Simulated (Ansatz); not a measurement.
A first try at a calculation of the elastic constants of Al₂O₃, space group P-3m1, using Ansatz 0.2.0 through its Python package.

The script, `al2o3.py`:
```python
import ansatz as az
import numpy as np

al2o3 = (
    az.Lattice.from_parameters(3.01748254, 3.01748254, 7.574636, alpha=90, beta=90, gamma=120)
    .space_group(164)
    .atom("Al", [0.0, 0.0, 0.277951])
    .atom("O", [1 / 3, 2 / 3, 0.199454])
    .atom("O", [0.0, 0.0, 0.5])
)

calc = (
    al2o3.calculation()
    .functional("lda")
    .occupations("fixed")
    .basis(40)
    .scf(max_iterations=75)
    .kpoints(9, 9, 3)
)
result = calc.elastic("clamped_ion").run()
elastic = result.elastic

print(np.array2string(np.round(elastic.c_gpa, 1) + 0.0, suppress_small=True))
print("Voigt stress of the unstrained cell (GPa, tension positive):", np.round(elastic.sigma0_gpa, 3) + 0.0)
print("smallest eigenvalue of C:", round(elastic.stability.min_eigenvalue_gpa, 1), "GPa; stable:", elastic.stability.stable)
if elastic.stability.min_eigenvalue_gpa > 0:
    for name, value in elastic.moduli.to_plain().items():
        print(f"{name:14s} {value:9.3f}")
    S = np.linalg.inv(elastic.c_gpa)
    print("Young modulus along x, y, z (GPa):", np.round(1 / np.diag(S)[:3], 1))
    print("linear compressibility along x, y, z (1/TPa):", np.round(1000 * S[:3, :3].sum(axis=1), 2))
```

```console
$ python al2o3.py
DeckWarning: basis.ecutwfc = 40 eV is below the records' recommended 420 eV, and the density's cutoff is lower with it unless basis.ecutrho_ratio is high enough to keep the records' density cutoff: compare with a run at a higher cutoff
RunWarning: iter 1: σ=0 fill of 12 bands saw a band overlap (occupied 15.8799 eV > unoccupied 13.9013 eV) — on an unconverged iterate often a transient of an unconverged empty band; one that stands [...]
RunWarning: the bands overlap at the fill by count (12 filled at each k-point of a channel): the highest filled level, 11.899601 eV at k-index 25, stands 0.5989 eV over the lowest empty one, [...]
RunWarning: the elastic stencil's two pairs of strained cells disagree: C21 (strain 11) reads -427.87 GPa from the cells at ±δ and -5.12 from those at ±2δ, which the stencil makes -568.79; C23 [...]
[[ 566.2 -568.8 -783.5  334.7    0.     0. ]
 [-568.8  566.2 -783.5 -334.7    0.     0. ]
 [-369.5 -369.5 1287.     0.     0.     0. ]
 [ 368.5 -368.5    0.   234.6    0.     0. ]
 [   0.     0.     0.     0.   234.6  368.5]
 [   0.     0.     0.     0.   334.7  567.5]]
Voigt stress of the unstrained cell (GPa, tension positive): [349.694 349.694 264.215   0.      0.      0.   ]
smallest eigenvalue of C: -397.3 GPa; stable: False
```
(Warnings from the package without file and line, shortened, repeats left out.)

The script ran to its end, but the result can't be trusted. Why?

The fault: the plane-wave cutoff is far below what the potentials need. Mended:

```diff
--- before
+++ after
@@ -15,3 +15,3 @@
     .occupations("fixed")
-    .basis(40)
+    .basis(420)
     .scf(max_iterations=75)
```

The mended script runs so:

```console
$ python al2o3.py
[[306.6  78.6   8.7  39.5   0.    0. ]
 [ 78.6 306.6   8.7 -39.5   0.    0. ]
 [  8.5   8.5 495.3   0.    0.    0. ]
 [ 39.4 -39.4   0.   41.5   0.    0. ]
 [  0.    0.    0.    0.   41.5  39.4]
 [  0.    0.    0.    0.   39.5 114. ]]
Voigt stress of the unstrained cell (GPa, tension positive): [8.302 8.302 8.383 0.    0.    0.   ]
smallest eigenvalue of C: 24.2 GPa; stable: True
k_voigt_gpa      144.431
k_reuss_gpa      142.094
k_hill_gpa       143.263
g_voigt_gpa      106.914
g_reuss_gpa       48.761
g_hill_gpa        77.838
youngs_gpa       197.707
poisson            0.270
Young modulus along x, y, z (GPa): [218.9 218.9 494.9]
linear compressibility along x, y, z (1/TPa): [2.55 2.55 1.93]
```

Reading the output:
- A positive definite tensor excludes instabilities under uniform strain alone; phonons elsewhere in the zone can still be imaginary.
- These are clamped-ion constants: where atoms have free coordinates under strain, the relaxed-ion ones can be far smaller or negative, so this tensor doesn't settle whether the crystal is stable.
- At these settings the cell as given stands under about -8 GPa, so it isn't at this functional's equilibrium volume.
- The structure comes from a database of computed cells and needn't be a stable or known phase.
- The constants belong to the cell that was strained; where it wasn't relaxed first it may be under stress.
- Finished in 30 s on 1 thread of Arm Neoverse V2 (shared host), peak memory 0.42 GiB.

(Lines on the test bed's own set-up are left out of the output.)
